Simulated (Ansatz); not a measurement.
# CH4AlNOSe: rotation by 120° about the O1–C2 bond

Aim: the minimum-energy path and barrier of the rotation by 120° about the O1–C2 bond. The ends are relaxed first, then joined by a nudged elastic band. SMILES of the start: O[C]1([SeH])[NH][AlH]1.

Program: Ansatz 0.2.0. Level of theory: RKS PBE/def2-mTZVP. These are calculated values, not measurements.

### 1 The system as given

Bond lengths: O1–C2 1.366 Å, C2–Se3 1.936 Å, C2–N4 1.410 Å, C2–Al5 1.918 Å, N4–Al5 1.888 Å, O1–H6 1.005 Å, Se3–H7 1.593 Å, N4–H8 1.044 Å, Al5–H9 1.571 Å. Angles: O1–C2–Se3 114.7°, O1–C2–N4 115.4°, O1–C2–Al5 117.3°, Se3–C2–N4 114.6°, Se3–C2–Al5 119.2°, N4–C2–Al5 67.1°, C2–O1–H6 107.7°, C2–Se3–H7 90.8°, C2–N4–Al5 69.4°, C2–N4–H8 111.4°, Al5–N4–H8 105.8°, C2–Al5–N4 43.5°, C2–Al5–H9 145.4°, N4–Al5–H9 148.7°.

As a file:

```xyz
9

O    -0.1775    1.1730    1.0163
C    -0.1103    0.0470    0.2464
Se    0.4522   -1.5457    1.1915
N    -1.1912   -0.1461   -0.6376
Al    0.3839    0.2662   -1.5940
H    -0.8938    1.0280    1.7068
H     1.8731   -0.8919    1.4930
H    -1.3689   -1.1615   -0.8055
H     1.1210    1.1847   -2.6339
```

### 2 Relaxing end A

File input.yaml:

```yaml
crystal:
  periodic: [false, false, false]
  atoms:
    - { symbol: O, position_ang: [-0.1775, 1.173, 1.0163] }
    - { symbol: C, position_ang: [-0.1103, 0.047, 0.2464] }
    - { symbol: Se, position_ang: [0.4522, -1.5457, 1.1915] }
    - { symbol: "N", position_ang: [-1.1912, -0.1461, -0.6376] }
    - { symbol: Al, position_ang: [0.3839, 0.2662, -1.594] }
    - { symbol: H, position_ang: [-0.8938, 1.028, 1.7068] }
    - { symbol: H, position_ang: [1.8731, -0.8919, 1.493] }
    - { symbol: H, position_ang: [-1.3689, -1.1615, -0.8055] }
    - { symbol: H, position_ang: [1.121, 1.1847, -2.6339] }
basis:
  gaussian: { orbitals: def2-mTZVP }
hamiltonian:
  xc: pbe
relax:
  f_tol: 0.015
  max_steps: 40
```

The run is started by

```console
> ansatz run input.yaml --threads 2 --pin off --max-ram 3072MiB --backend cpu --events-out ev --progress --plain --runs-dir out
```

What it wrote (excerpt; [...] marks lines left out):

```text
Warning: RAYON_NUM_THREADS=2 ignored (pool sized by the plan → 2); use --threads N
[...]
Functional definition: PBE
[...]
1251 factors; their error is unknown
[...]
mean field -76566.06318476 eV, -2813.7509236984 hartree, gradient 5.8e-5 eV, S^2 0.000000; 1 other end points of the search recorded, 0 dependent functions left out
[...]
reference -76566.06322931 eV, -2813.7509253355 hartree; 36, 36 occupied and 96, 96 virtual orbitals, 1251 factors
relax step   1: F+E_penalty+E_count = -76566.06318476 eV  Δ(F+E_penalty+E_count) = +0.000e0 eV  max|allowed force component| = 2.549e0 eV/Å  Δτ_max = 0.0000 Å  (45 SCF iters, accepted)
[...]
relax step   5: F+E_penalty+E_count = -76567.03052988 eV  Δ(F+E_penalty+E_count) = -1.148e-1 eV  max|allowed force component| = 8.673e-1 eV/Å  Δτ_max = 0.1642 Å  (32 SCF iters, accepted)
[...]
relax step   9: F+E_penalty+E_count = -76567.13911603 eV  Δ(F+E_penalty+E_count) = -2.946e-3 eV  max|allowed force component| = 2.240e-1 eV/Å  Δτ_max = 0.0164 Å  (34 SCF iters, accepted)
[...]
relax step  13: F+E_penalty+E_count = -76567.15555898 eV  Δ(F+E_penalty+E_count) = -2.207e-3 eV  max|allowed force component| = 3.617e-2 eV/Å  Δτ_max = 0.0335 Å  (33 SCF iters, accepted)
[...]
relax step  16: F+E_penalty+E_count = -76567.15612623 eV  Δ(F+E_penalty+E_count) = -1.349e-4 eV  max|allowed force component| = 2.227e-2 eV/Å  Δτ_max = 0.0168 Å  (34 SCF iters, accepted)
[...]
relax step  17: F+E_penalty+E_count = -76567.15618238 eV  Δ(F+E_penalty+E_count) = -5.615e-5 eV  max|allowed force component| = 1.131e-2 eV/Å  Δτ_max = 0.0085 Å  (34 SCF iters, accepted)
1251 factors; their error is unknown
[...]
mean field -76567.15618238 eV, -2813.7910906199 hartree, gradient 3.3e-5 eV, S^2 0.000000; 1 other end points of the search recorded, 0 dependent functions left out
[...]
reference -76567.15622750 eV, -2813.7910922779 hartree; 36, 36 occupied and 96, 96 virtual orbitals, 1251 factors
Total energy: -76567.15622750 eV, -2813.7910922779 hartree
Atom 0 at    -0.305193     1.071594     1.137758 Å, force    -0.002130    -0.011313     0.005459 eV/Å
Atom 1 at     0.066340     0.120786     0.177203 Å, force     0.007069     0.003461    -0.009833 eV/Å
Atom 2 at     0.759919    -1.557459     1.073279 Å, force    -0.004282     0.006386     0.006394 eV/Å
Atom 3 at    -0.905888    -0.232996    -0.862267 Å, force     0.006863     0.004675     0.000943 eV/Å
Atom 4 at     0.453994     0.536305    -1.683677 Å, force    -0.007595     0.000073     0.001464 eV/Å
Atom 5 at    -0.832305     0.613529     1.831394 Å, force     0.001113     0.001844    -0.001013 eV/Å
Atom 6 at     1.626137    -0.839717     2.053910 Å, force     0.000638    -0.001443    -0.001692 eV/Å
Atom 7 at    -1.771805    -0.733554    -0.637285 Å, force    -0.002936    -0.002281    -0.001332 eV/Å
Atom 8 at     0.997300     0.975212    -3.107316 Å, force     0.001259    -0.001402    -0.000390 eV/Å
Dipole moment:    -0.065879     0.111914    -0.274723 e Å
```

Wall time 67 s (2 threads of Arm Neoverse V1, shared host); peak memory 0.19 GiB.

The steps of the relaxation:

```csv
step,energy from step 1 (eV),largest force component (eV/Å)
1,0.0000,2.5489
2,-0.5423,1.5249
3,-0.7626,0.8921
4,-0.8525,0.8458
5,-0.9673,0.8673
6,-1.0091,0.7890
7,-1.0273,0.7144
8,-1.0730,0.2289
9,-1.0759,0.2240
10,-1.0850,0.2092
11,-1.0902,0.0879
12x,-1.0898,0.1266
13,-1.0924,0.0362
14x,-1.0923,0.0895
15,-1.0928,0.0154
16,-1.0929,0.0223
17,-1.0930,0.0113
```

Step 1 is the start. 2 steps were tried and not accepted (marked x).

After: Bond lengths: O1–C2 1.402 Å, C2–Se3 2.025 Å, C2–N4 1.467 Å, C2–Al5 1.946 Å, N4–Al5 1.765 Å, O1–H6 0.984 Å, Se3–H7 1.492 Å, N4–H8 1.025 Å, Al5–H9 1.586 Å. Angles: O1–C2–Se3 110.5°, O1–C2–N4 118.3°, O1–C2–Al5 124.3°, Se3–C2–N4 109.9°, Se3–C2–Al5 122.1°, N4–C2–Al5 60.4°, C2–O1–H6 108.0°, C2–Se3–H7 95.2°, C2–N4–Al5 73.4°, C2–N4–H8 121.5°, Al5–N4–H8 164.9°, C2–Al5–N4 46.2°, C2–Al5–H9 170.4°, N4–Al5–H9 143.4°.

### 3 Relaxing end B

The second end starts from a geometry with the move made by hand.

File input.yaml:

```yaml
crystal:
  periodic: [false, false, false]
  atoms:
    - { symbol: O, position_ang: [-0.1775, 1.173, 1.0163] }
    - { symbol: C, position_ang: [-0.1103, 0.047, 0.2464] }
    - { symbol: Se, position_ang: [1.12049, 0.15891, -1.24321] }
    - { symbol: "N", position_ang: [-0.06217, -1.16927, 0.95736] }
    - { symbol: Al, position_ang: [-1.71348, -0.98943, 0.05932] }
    - { symbol: H, position_ang: [-0.8938, 1.028, 1.7068] }
    - { symbol: H, position_ang: [0.25896, 1.32895, -1.89595] }
    - { symbol: H, position_ang: [0.47066, -1.89709, 0.43089] }
    - { symbol: H, position_ang: [-3.28291, -0.96643, 0.1278] }
basis:
  gaussian: { orbitals: def2-mTZVP }
hamiltonian:
  xc: pbe
relax:
  f_tol: 0.015
  max_steps: 40
```

The run is started by

```console
> ansatz run input.yaml --threads 2 --pin off --max-ram 3072MiB --backend cpu --events-out ev --progress --plain --runs-dir out
```

What it wrote (excerpt; [...] marks lines left out):

```text
Warning: RAYON_NUM_THREADS=2 ignored (pool sized by the plan → 2); use --threads N
[...]
[... 1 set-up line as earlier in the session ...]
[...]
1251 factors; their error is unknown
[...]
mean field -76565.68108089 eV, -2813.7368816403 hartree, gradient 6.1e-5 eV, S^2 0.000000; 1 other end points of the search recorded, 0 dependent functions left out
[...]
reference -76565.68112459 eV, -2813.7368832461 hartree; 36, 36 occupied and 96, 96 virtual orbitals, 1251 factors
relax step   1: F+E_penalty+E_count = -76565.68108089 eV  Δ(F+E_penalty+E_count) = +0.000e0 eV  max|allowed force component| = 2.970e0 eV/Å  Δτ_max = 0.0000 Å  (53 SCF iters, accepted)
[...]
relax step   5: F+E_penalty+E_count = -76566.91695882 eV  Δ(F+E_penalty+E_count) = -1.436e-1 eV  max|allowed force component| = 8.830e-1 eV/Å  Δτ_max = 0.1938 Å  (32 SCF iters, accepted)
[...]
Total energy: -76567.06680139 eV, -2813.7878059291 hartree
Atom 0 at     0.096992     1.185760     0.928929 Å, force     0.003427     0.002324     0.000531 eV/Å
Atom 1 at    -0.346901     0.124565     0.119256 Å, force    -0.006234    -0.006307    -0.003361 eV/Å
Atom 2 at     0.792088     0.160972    -1.532321 Å, force    -0.000738     0.005679     0.007268 eV/Å
Atom 3 at    -0.396797    -1.197933     0.718443 Å, force     0.002155    -0.008917     0.005800 eV/Å
Atom 4 at    -2.029867    -0.909910     0.059931 Å, force     0.000244     0.001480     0.003193 eV/Å
Atom 5 at    -0.318857     1.050777     1.806704 Å, force     0.000876    -0.000087    -0.003115 eV/Å
Atom 6 at     0.762880     1.642999    -1.690634 Å, force     0.002901     0.002737    -0.006316 eV/Å
Atom 7 at     0.473405    -1.662333     1.007502 Å, force    -0.004063     0.002931    -0.002658 eV/Å
Atom 8 at    -3.422993    -1.681257    -0.012101 Å, force     0.001432     0.000161    -0.001342 eV/Å
Dipole moment:    -0.428200    -0.161452     0.268665 e Å
```

Run time: 75 s. Hardware: 2 threads of Arm Neoverse V1, shared host; peak memory 0.18 GiB.

Relaxation path:

```csv
step,energy from step 1 (eV),largest force component (eV/Å)
1,0.0000,2.9698
2,-0.6481,1.7594
3,-0.9580,1.3461
4,-1.0923,1.3816
5,-1.2359,0.8830
6,-1.3024,0.8404
7,-1.3498,0.3081
8x,-1.3311,0.9227
9,-1.3733,0.1580
10,-1.3762,0.1408
11,-1.3799,0.1250
12,-1.3818,0.1179
13,-1.3834,0.1306
14,-1.3845,0.0752
15x,-1.3831,0.1336
16,-1.3853,0.0271
17,-1.3856,0.0189
18,-1.3856,0.0304
19,-1.3857,0.0089
```

Step 1 is the start. 2 steps were tried and not accepted (marked x).

After: Bond lengths: O1–C2 1.407 Å, C2–Se3 2.007 Å, C2–N4 1.453 Å, C2–Al5 1.976 Å, N4–Al5 1.784 Å, O1–H6 0.981 Å, Se3–H7 1.491 Å, N4–H8 1.028 Å, Al5–H9 1.594 Å. Angles: O1–C2–Se3 106.3°, O1–C2–N4 117.4°, O1–C2–Al5 132.9°, Se3–C2–N4 112.1°, Se3–C2–Al5 117.9°, N4–C2–Al5 60.4°, C2–O1–H6 106.1°, C2–Se3–H7 95.4°, C2–N4–Al5 74.5°, C2–N4–H8 119.9°, Al5–N4–H8 162.1°, C2–Al5–N4 45.1°, C2–Al5–H9 177.3°, N4–Al5–H9 137.6°.

### 4 Nudged elastic band

crystal.atoms is end A as relaxed above, and neb.final_atoms is end B, turned to lie on A. With 7 inner images the band has 9 in all. The start path is listed, through a guess of the saddle.

File input.yaml:

```yaml
crystal:
  periodic: [false, false, false]
  atoms:
    - { symbol: O, position_ang: [-0.305193, 1.071594, 1.137758] }
    - { symbol: C, position_ang: [0.06634, 0.120786, 0.177203] }
    - { symbol: Se, position_ang: [0.759919, -1.557459, 1.073279] }
    - { symbol: "N", position_ang: [-0.905888, -0.232996, -0.862267] }
    - { symbol: Al, position_ang: [0.453994, 0.536305, -1.683677] }
    - { symbol: H, position_ang: [-0.832305, 0.613529, 1.831394] }
    - { symbol: H, position_ang: [1.626137, -0.839717, 2.05391] }
    - { symbol: H, position_ang: [-1.771805, -0.733554, -0.637285] }
    - { symbol: H, position_ang: [0.9973, 0.975212, -3.107316] }
basis:
  gaussian: { orbitals: def2-mTZVP }
hamiltonian:
  xc: pbe
neb:
  order_check: false
  images: 7
  f_tol: 0.05
  max_iterations: 60
  final_atoms:
    - { symbol: O, position_ang: [-0.35808534, 0.6981793, 1.43841435] }
    - { symbol: C, position_ang: [0.08168974, 0.00890865, 0.2937528] }
    - { symbol: Se, position_ang: [0.93538769, -1.6847397, 0.94879713] }
    - { symbol: "N", position_ang: [-0.89492038, -0.24160644, -0.7521872] }
    - { symbol: Al, position_ang: [0.466845, 0.58315781, -1.55771307] }
    - { symbol: H, position_ang: [-0.93973709, 1.41866632, 1.11558396] }
    - { symbol: H, position_ang: [1.65107197, -1.04867105, 2.09139628] }
    - { symbol: H, position_ang: [-1.6909476, -0.86599308, -0.57064941] }
    - { symbol: H, position_ang: [0.837195, 1.08579818, -3.02439585] }
  initial_path:
    images:
      - { positions_ang: [[-0.305193, 1.071594, 1.137758], [0.06634, 0.120786, 0.177203], [0.759919, -1.557459, 1.073279], [-0.905888, -0.232996, -0.862267], [0.453994, 0.536305, -1.683677], [-0.832305, 0.613529, 1.831394], [1.626137, -0.839717, 2.05391], [-1.771805, -0.733554, -0.637285], [0.9973, 0.975212, -3.107316]] }
      - { positions_ang: [[-0.2588124, 1.06629068, 1.14561541], [0.03113133, 0.0830685, 0.21667864], [0.70235062, -1.58543162, 1.09702219], [-0.97578731, -0.21995985, -0.77653517], [0.42852783, 0.47614104, -1.63936518], [-0.88761125, 0.81553817, 1.65782194], [1.7088893, -0.88565964, 1.90427501], [-1.66984526, -0.84677574, -0.66241441], [1.00965614, 1.05048846, -2.96009944]] }
      - { positions_ang: [[-0.2124318, 1.06098736, 1.15347283], [-0.00407733, 0.04535099, 0.25615427], [0.64478223, -1.61340424, 1.12076539], [-1.04568662, -0.20692371, -0.69080333], [0.40306167, 0.41597709, -1.59505335], [-0.94291751, 1.01754735, 1.48424987], [1.7916416, -0.93160228, 1.75464003], [-1.56788551, -0.95999748, -0.68754382], [1.02201227, 1.12576491, -2.81288288]] }
      - { positions_ang: [[-0.1660512, 1.05568404, 1.16133024], [-0.039286, 0.00763349, 0.29562991], [0.58721385, -1.64137685, 1.14450858], [-1.11558593, -0.19388756, -0.6050715], [0.3775955, 0.35581313, -1.55074153], [-0.99822376, 1.21955652, 1.31067781], [1.87439391, -0.97754492, 1.60500504], [-1.46592577, -1.07321921, -0.71267323], [1.03436841, 1.20104137, -2.66566632]] }
      - { positions_ang: [[-0.1196706, 1.05038071, 1.16918765], [-0.07449466, -0.03008401, 0.33510554], [0.52964547, -1.66934947, 1.16825178], [-1.18548525, -0.18085141, -0.51933966], [0.35212933, 0.29564918, -1.50642971], [-1.05353002, 1.42156569, 1.13710575], [1.95714621, -1.02348756, 1.45537006], [-1.36396602, -1.18644095, -0.73780265], [1.04672455, 1.27631783, -2.51844976]] }
      - { positions_ang: [[-0.17927429, 0.96233036, 1.23649433], [-0.03544856, -0.02033584, 0.32476736], [0.63108102, -1.67319703, 1.11338811], [-1.11284403, -0.19604017, -0.57755155], [0.38080825, 0.36752634, -1.51925055], [-1.02508178, 1.42084085, 1.1317253], [1.88062765, -1.02978343, 1.61437661], [-1.44571142, -1.10632898, -0.69601434], [0.99434216, 1.22868792, -2.64493628]] }
      - { positions_ang: [[-0.23887797, 0.87428001, 1.303801], [0.00359754, -0.01058768, 0.31442917], [0.73251658, -1.67704458, 1.05852445], [-1.04020281, -0.21122893, -0.63576343], [0.40948717, 0.43940349, -1.53207139], [-0.99663355, 1.42011601, 1.12634486], [1.80410909, -1.03607931, 1.77338317], [-1.52745681, -1.02621702, -0.65422603], [0.94195978, 1.181058, -2.77142281]] }
      - { positions_ang: [[-0.29848166, 0.78622965, 1.37110767], [0.04264364, -0.00083951, 0.30409099], [0.83395214, -1.68089214, 1.00366079], [-0.96756159, -0.22641768, -0.69397532], [0.43816608, 0.51128065, -1.54489223], [-0.96818532, 1.41939116, 1.12096441], [1.72759053, -1.04237518, 1.93238973], [-1.60920221, -0.94610505, -0.61243772], [0.88957739, 1.13342809, -2.89790933]] }
      - { positions_ang: [[-0.35808534, 0.6981793, 1.43841435], [0.08168974, 0.00890865, 0.2937528], [0.93538769, -1.6847397, 0.94879713], [-0.89492038, -0.24160644, -0.7521872], [0.466845, 0.58315781, -1.55771307], [-0.93973709, 1.41866632, 1.11558396], [1.65107197, -1.04867105, 2.09139628], [-1.6909476, -0.86599308, -0.57064941], [0.837195, 1.08579818, -3.02439585]] }
```

The run is started by

```console
> ansatz run input.yaml --threads 2 --pin off --max-ram 3072MiB --backend cpu --events-out ev --progress --plain --runs-dir out
```

What it wrote (excerpt; [...] marks lines left out):

```text
Warning: RAYON_NUM_THREADS=2 ignored (pool sized by the plan → 2); use --threads N
[...]
[... 1 set-up line as earlier in the session ...]
[...]
1251 factors; their error is unknown
[...]
mean field -76567.15616777 eV, -2813.7910900832 hartree, gradient 6.2e-5 eV, S^2 0.000000; 0 other end points of the search recorded, 0 dependent functions left out
[...]
reference -76567.15621288 eV, -2813.7910917408 hartree; 36, 36 occupied and 96, 96 virtual orbitals, 1251 factors
1251 factors; their error is unknown
[...]
mean field -76567.06675916 eV, -2813.7878043774 hartree, gradient 5.4e-5 eV, S^2 0.000000; 0 other end points of the search recorded, 0 dependent functions left out
[...]
reference -76567.06680359 eV, -2813.7878060099 hartree; 36, 36 occupied and 96, 96 virtual orbitals, 1251 factors
NEB end point (image 0): max|allowed force component| = 1.122e-2 eV/Å (the criterion of neb.relax_end_points is 1.000e-2)
[...]
Total energy: -76567.04599879 eV, -2813.7870414477 hartree
Atom 0 at    -0.227136     0.887800     1.384391 Å, force     0.002601     0.015361     0.005799 eV/Å
Atom 1 at     0.114157     0.091284     0.280168 Å, force    -0.002053    -0.014470     0.000236 eV/Å
Atom 2 at     0.888186    -1.669240     0.923710 Å, force     0.001368    -0.001657    -0.002811 eV/Å
Atom 3 at    -0.915781    -0.132559    -0.721904 Å, force     0.015779     0.001620    -0.012745 eV/Å
Atom 4 at     0.480568     0.582945    -1.580504 Å, force    -0.014387    -0.003680     0.008309 eV/Å
Atom 5 at    -1.179690     1.096192     1.286487 Å, force     0.002649    -0.005556    -0.005488 eV/Å
Atom 6 at     1.708187    -1.068700     2.014099 Å, force    -0.002469     0.002132     0.001802 eV/Å
Atom 7 at    -1.681244    -0.792285    -0.536883 Å, force    -0.002890     0.003619     0.003247 eV/Å
Atom 8 at     0.901253     0.958261    -3.066565 Å, force    -0.000598     0.002632     0.001650 eV/Å
Dipole moment:    -0.177829     0.250538    -0.388688 e Å
this run last wrote the band of iteration 22 to <dir>
```

Run time: 8.3 min. Hardware: 2 threads of Arm Neoverse V1, shared host; peak memory 0.18 GiB.

### 5 The band, image by image

The 7 inner images lie between the fixed ends 0 and 8. Energy is taken from image 0, and the path length is the program's own coordinate along the band.

| image | path (Å) | energy (eV) | dihedral H6–O1–C2–Se3 (°) | band force (eV/Å) |
| --- | --- | --- | --- | --- |
| 0 | 0.000 | 0.0000 | -46 | - |
| 1 | 0.259 | 0.0149 | -62 | 0.010 |
| 2 | 0.519 | 0.0520 | -81 | 0.034 |
| 3 | 0.778 | 0.0924 | -101 | 0.036 |
| 4* | 1.038 | 0.1102 | -123 | 0.016 |
| 5 | 1.186 | 0.1063 | -136 | 0.013 |
| 6 | 1.334 | 0.0978 | -148 | 0.013 |
| 7 | 1.483 | 0.0913 | -160 | 0.009 |
| 8 | 1.630 | 0.0894 | -168 | - |

The star marks the climbing image.

image, energy (eV) and a bar:
```
        0      0.000 
        1      0.015 ####
        2      0.052 ##############
        3      0.092 #########################
        4      0.110 ##############################
        5      0.106 #############################
        6      0.098 ###########################
        7      0.091 #########################
        8      0.089 ########################
```

How the highest energy settled:

```csv
iteration,highest image above image 0 (eV),largest band force (eV/Å)
1,1.7959,14.379
3,0.4213,0.917
5,0.1936,0.972
7,0.1319,0.209
9,0.1287,0.173
11,0.1239,0.168
13,0.1346,0.514
15,0.1349,0.626
17,0.1204,0.495
19,0.1121,0.199
21,0.1105,0.367
22,0.1102,0.036
```

The band as a trajectory file:

```xyz
9
image=0 dE=0.0000
O    -0.305    1.072    1.138
C     0.066    0.121    0.177
Se    0.760   -1.557    1.073
N    -0.906   -0.233   -0.862
Al    0.454    0.536   -1.684
H    -0.832    0.614    1.831
H     1.626   -0.840    2.054
H    -1.772   -0.734   -0.637
H     0.997    0.975   -3.107
9
image=1 dE=0.0149
O    -0.256    1.079    1.173
C     0.089    0.135    0.199
Se    0.796   -1.579    1.024
N    -0.909   -0.204   -0.821
Al    0.446    0.553   -1.664
H    -0.981    0.703    1.721
H     1.655   -0.914    2.046
H    -1.729   -0.776   -0.594
H     0.979    0.957   -3.100
9
image=2 dE=0.0520
O    -0.222    1.055    1.227
C     0.106    0.131    0.227
Se    0.830   -1.610    0.985
N    -0.912   -0.173   -0.780
Al    0.453    0.564   -1.636
H    -1.106    0.810    1.582
H     1.683   -0.976    2.030
H    -1.699   -0.794   -0.562
H     0.955    0.946   -3.089
9
image=3 dE=0.0924
O    -0.207    0.989    1.305
C     0.115    0.118    0.255
Se    0.863   -1.643    0.946
N    -0.915   -0.144   -0.745
Al    0.468    0.573   -1.607
H    -1.179    0.941    1.430
H     1.694   -1.030    2.021
H    -1.682   -0.796   -0.542
H     0.929    0.946   -3.078
9
image=4 dE=0.1102
O    -0.227    0.888    1.384
C     0.114    0.091    0.280
Se    0.888   -1.669    0.924
N    -0.916   -0.133   -0.722
Al    0.481    0.583   -1.581
H    -1.180    1.096    1.286
H     1.708   -1.069    2.014
H    -1.681   -0.792   -0.537
H     0.901    0.958   -3.067
9
image=5 dE=0.1063
O    -0.263    0.827    1.414
C     0.106    0.070    0.290
Se    0.911   -1.673    0.925
N    -0.911   -0.153   -0.722
Al    0.484    0.584   -1.569
H    -1.152    1.186    1.216
H     1.710   -1.061    2.025
H    -1.686   -0.802   -0.538
H     0.889    0.976   -3.057
9
image=6 dE=0.0978
O    -0.303    0.767    1.439
C     0.095    0.050    0.297
Se    0.925   -1.677    0.924
N    -0.909   -0.173   -0.728
Al    0.482    0.586   -1.559
H    -1.096    1.276    1.168
H     1.709   -1.062    2.033
H    -1.690   -0.816   -0.547
H     0.876    1.003   -3.045
9
image=7 dE=0.0913
O    -0.344    0.721    1.446
C     0.082    0.028    0.300
Se    0.928   -1.682    0.936
N    -0.904   -0.207   -0.740
Al    0.477    0.585   -1.552
H    -1.022    1.358    1.136
H     1.700   -1.053    2.046
H    -1.695   -0.838   -0.561
H     0.865    1.041   -3.029
9
image=8 dE=0.0894
O    -0.358    0.698    1.438
C     0.082    0.009    0.294
Se    0.935   -1.685    0.949
N    -0.895   -0.242   -0.752
Al    0.467    0.583   -1.558
H    -0.940    1.419    1.116
H     1.651   -1.049    2.091
H    -1.691   -0.866   -0.571
H     0.837    1.086   -3.024
```

[end of part 1 of 2]
